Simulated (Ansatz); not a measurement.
## Sr2ZnAs2, space group P-6m2: a relaxation of cell and ions, step by step

Computed with the Python package of Ansatz (0.2.0).

Input file `POSCAR_sr2znas2`:
```text
Sr2ZnAs2
1.0
   4.38028021    0.00000000    0.00000000
  -2.19014011    3.79343394    0.00000000
   0.00000000    0.00000000    8.56552600
Sr Zn As
2 1 2
Direct
   0.00000000    0.00000000    0.70553400
   0.00000000    0.00000000    0.29446600
   0.66666667    0.33333333    0.00000000
   0.66666667    0.33333333    0.50000000
   0.33333333    0.66666667    0.00000000
```

Run as a notebook:

**Cell 1**
```python
import json
import warnings

import ansatz as az
from ase import Atoms
from ase.io import read
from ase.io import write
import matplotlib.pyplot as plt
import numpy as np

def edges_and_angles(cell):
    cell = np.asarray(cell)
    a, b, c = np.linalg.norm(cell, axis=1)
    cosines = cell[1] @ cell[2] / (b * c), cell[0] @ cell[2] / (a * c), cell[0] @ cell[1] / (a * b)
    return (a, b, c, *np.degrees(np.arccos(cosines)))

warnings.simplefilter('ignore', az.DeckWarning)

atoms = read('POSCAR_sr2znas2', format='vasp')
sr2znas2 = az.Crystal.from_ase(atoms)
```

**Cell 2**
```python
sr2znas2.resolved().tree()['lattice']
```
Output:
```text
((4.38028021, 0.0, 0.0), (-2.19014011, 3.79343394, 0.0), (0.0, 0.0, 8.565526))
```

**Cell 3**
```python
# every cell quantity that the symmetry leaves free
job = sr2znas2.calculation()
job = job.basis(17 * az.Ha).kpoints(6, 6, 4)
job = job.occupations(az.OccupationsMethod.METHFESSEL_PAXTON, width=0.02)
job = job.functional(az.Functional.PBESOL).scf(tolerance=1e-09)
job = job.relax(force_tolerance=0.01, cell=True).band_table()
result = job.run(threads=1, pin='off', events_out='stream.ndjson')
with open('stream.ndjson') as stream:
    events = [json.loads(line) for line in stream]
steps = [e['data'] for e in events if e['event'] == 'relax_step']
summary = result.report

[(site.symbol, site.position_frac.round(4).tolist()) for site in result.lattice.sites]
```
Output:
```text
[(<Element.SR: 'Sr'>, [-0.0, 0.0, 0.7078]), (<Element.SR: 'Sr'>, [-0.0, 0.0, 0.2922]),
 (<Element.ZN: 'Zn'>, [0.6667, 0.3333, -0.0]), (<Element.AS: 'As'>, [0.6667, 0.3333, 0.5]),
 (<Element.AS: 'As'>, [0.3333, 0.6667, -0.0])]
```

**Cell 4**
```python
summary['kpoints_frac'][:4]
```
Output:
```text
[[0.0, 0.0, 0.0], [0.0, 0.0, 0.25], [0.0, 0.0, -0.5], [0.0, 0.16666666666666666, 0.0]]
```

**Cell 5**
```python
summary['n_iterations'], summary['closed_by']
```
Output:
```text
(5, 'deck_thresholds')
```

**Cell 6**
```python
for s in steps:
    flag = '' if s['accepted'] else '  (rejected)'
    print('step %2d  E = %.5f eV  largest force component = %.4f eV/A%s' % (s['step'], s['lagrangian_ev'], s['allowed_force_max_ev_ang'], flag))
```
Output:
```text
step  1  E = -19895.42350 eV  largest force component = 0.0775 eV/A
step  2  E = -19895.47802 eV  largest force component = 0.2272 eV/A
step  3  E = -19895.48318 eV  largest force component = 0.0716 eV/A
step  4  E = -19895.48503 eV  largest force component = 0.0141 eV/A
step  5  E = -19895.48509 eV  largest force component = 0.0021 eV/A
step  6  E = -19895.48460 eV  largest force component = 0.0021 eV/A
```

**Cell 7**
```python
first, last = steps[0], steps[-1]
symbols = [site.symbol for site in result.lattice.sites]
print(f'energy gained {first["lagrangian_ev"] - last["lagrangian_ev"]:.4f} eV in {len(steps) - 1} steps')
for label, vectors in (('before', first['cell_ang']), ('after', result.lattice.cell_ang)):
    print(label, 'a b c (A) {:.4f} {:.4f} {:.4f}  angles {:.2f} {:.2f} {:.2f}'.format(*edges_and_angles(vectors)), f' V = {abs(np.linalg.det(vectors)):.3f} A^3')
print('final stress xx yy zz (GPa, compression positive):', np.round(np.diag(summary['stress_gpa']), 3) + 0.0)

fig, (top, bottom) = plt.subplots(2, 1, sharex=True, figsize=(4.5, 4))
top.plot([s['lagrangian_ev'] - last['lagrangian_ev'] for s in steps], 'o-')
top.set_ylabel('E - E(final) (eV)')
bottom.semilogy([max(s['allowed_force_max_ev_ang'], 1e-6) for s in steps], 's-')
bottom.set(xlabel='step', ylabel='largest force (eV/A)')
fig.tight_layout()
fig.savefig('relax.png', dpi=100)

relaxed = Atoms(symbols, positions=[site.position_ang for site in result.lattice.sites], cell=result.lattice.cell_ang, pbc=True)
write('relaxed.extxyz', relaxed, format='extxyz')
```
Output:
```text
energy gained 0.0611 eV in 5 steps
before a b c (A) 4.3803 4.3803 8.5655  angles 90.00 90.00 120.00  V = 142.327 A^3
after a b c (A) 4.3056 4.3056 8.3462  angles 90.00 90.00 120.00  V = 133.992 A^3
final stress xx yy zz (GPa, compression positive): [ 0.001  0.001 -0.011]
```

**Cell 8**
```python
change = np.array(last['positions_ang']) @ np.linalg.inv(last['cell_ang']) - np.array(first['positions_ang']) @ np.linalg.inv(first['cell_ang'])
moved = np.linalg.norm(change @ np.array(last['cell_ang']), axis=1)
print('displacement within the cell, strain taken out (A):', ' '.join(f'{s}:{d:.3f}' for s, d in zip(symbols, moved)))
```
Output:
```text
displacement within the cell, strain taken out (A): Sr:0.019 Sr:0.019 Zn:0.000 As:0.000 As:0.000
```

**Cell 9**
```python
print(f'free energy      {summary["free_energy_ev"]:.5f} eV')
print(f'per atom         {summary["free_energy_ev"] / len(result.lattice.sites):.5f} eV')
print(f'SCF iterations   {summary["n_iterations"]}  (converged: {summary["converged"]})')
```
Output:
```text
free energy      -19895.48460 eV
per atom         -3979.09692 eV
SCF iterations   5  (converged: True)
```

**Cell 10**
```python
# band edges over the mesh points; the true edges can lie between them
levels = np.array(summary['eigenvalues_ev'])
filled = round(summary['n_electrons'] / 2)
top, bottom = levels[:, filled - 1], levels[:, filled]
print('top of band', filled, 'at k =', summary['kpoints_frac'][top.argmax()], f'{top.max():.4f} eV')
print('bottom of band', filled + 1, 'at k =', summary['kpoints_frac'][bottom.argmin()], f'{bottom.min():.4f} eV')
print(f'gap by band count {bottom.min() - top.max():.3f} eV, least direct gap {(bottom - top).min():.3f} eV')
```
Output:
```text
top of band 31 at k = [0.0, 0.0, 0.0] 8.4103 eV
bottom of band 32 at k = [0.0, 0.0, -0.5] 8.2572 eV
gap by band count -0.153 eV, least direct gap 0.000 eV
```

`relaxed.extxyz`, as written:
```text
5
Lattice="4.305556284671005 2.8375060713508076e-09 2.2786744222213636e-27 -2.1527781447928547 3.728721118530082 2.994370988821019e-18 -2.3433678376057466e-33 6.761251937451528e-18 8.34624706843746" Properties=species:S:1:pos:R:3 pbc="T T T"
Sr      -0.00000000       0.00000000       5.90745357
Sr      -0.00000000       0.00000000       2.43879350
Zn       2.15277814       1.24290704       0.00000000
As       2.15277814       1.24290704       4.17312353
As      -0.00000000       2.48581408       0.00000000
```

Caveats:
- Total energies depend on the potentials; only differences at equal settings carry meaning.
- The computed bands are complete only to about 3.3 eV above the Fermi level.
- Energies along a relaxation are free energies. Rows at an unchanged volume are solved on a plane-wave basis chosen afresh for that cell, so the energy can jump there; the script counts such rows among its steps.
- A gap by band count of zero or less means overlapping bands, a metal.
- The structure comes from a database of computed cells and needn't be a stable or known phase.
- Levels are Kohn-Sham eigenvalues on this mesh, without spin-orbit coupling.
- The script silences the warnings on its input, which a real study should read.
- Hardware and time: 110 s on 1 thread of Arm Neoverse V2, on a shared host, peak memory 0.61 GiB.
